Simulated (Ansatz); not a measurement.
# Se: the cost of one run

Method: DFT PBE, scalar-relativistic, plane waves, PAW, in Ansatz 0.2.0.

**1. The system as given**

Symmetry: Cmmm, No. 65, orthorhombic system. The conventional cell has a = 4.156 Å, b = 5.243 Å, c = 14.000 Å, α = 90.00°, β = 90.00°, γ = 90.00°. Around Se (site symmetry mmm) lie 4 Se at 3.35 Å.

Coordinates:

```cif
data_structure
_symmetry_space_group_name_H-M 'Cmmm'
_symmetry_Int_Tables_number 65
_cell_length_a 4.1560
_cell_length_b 5.2430
_cell_length_c 14.0000
_cell_angle_alpha 90.000
_cell_angle_beta 90.000
_cell_angle_gamma 90.000
_cell_volume 305.06
loop_
_atom_site_label
_atom_site_type_symbol
_atom_site_symmetry_multiplicity
_atom_site_Wyckoff_symbol
_atom_site_fract_x
_atom_site_fract_y
_atom_site_fract_z
_atom_site_occupancy
Se1 Se 2 d 0.00000 0.00000 0.50000 1
```

The cell is invented: random sheet by layer group and Wyckoff sites. Its size is a rough estimate.

It is a sheet, periodic along a and b, with vacuum along c; volumes and pressures of the box carry no meaning, and space groups named for it are those of the box.

**2. The guess as it stands, on a coarse mesh**

input.yaml

```yaml
crystal:
  lattice:
    - [3.345187, 0.0, 0.0]
    - [-0.763533, 3.256884, 0.0]
    - [0.0, 0.0, 14.0]
  atoms:
    - { symbol: Se, position: [0.0, 0.0, 0.5] }
  periodic: [true, true, false]
basis:
  ecutwfc: 420
kpoints:
  mp_grid: { grid: [6, 6, 1] }
hamiltonian:
  xc: pbe
scf:
  occupations: { method: gaussian, width: 0.1 }
  lower_state_search: "off"
output:
  forces: true
  stress: true
  eigenvalues: true
```

Started as:

```console
ansatz run input.yaml --threads 1 --pin off --max-ram 2048MiB --backend cpu --events-out ev --progress --plain --runs-dir out
```

What time and memory should one allow on 1 thread of Arm Neoverse V2, shared host?

About 2.1 s, with a peak of 0.38 GiB.
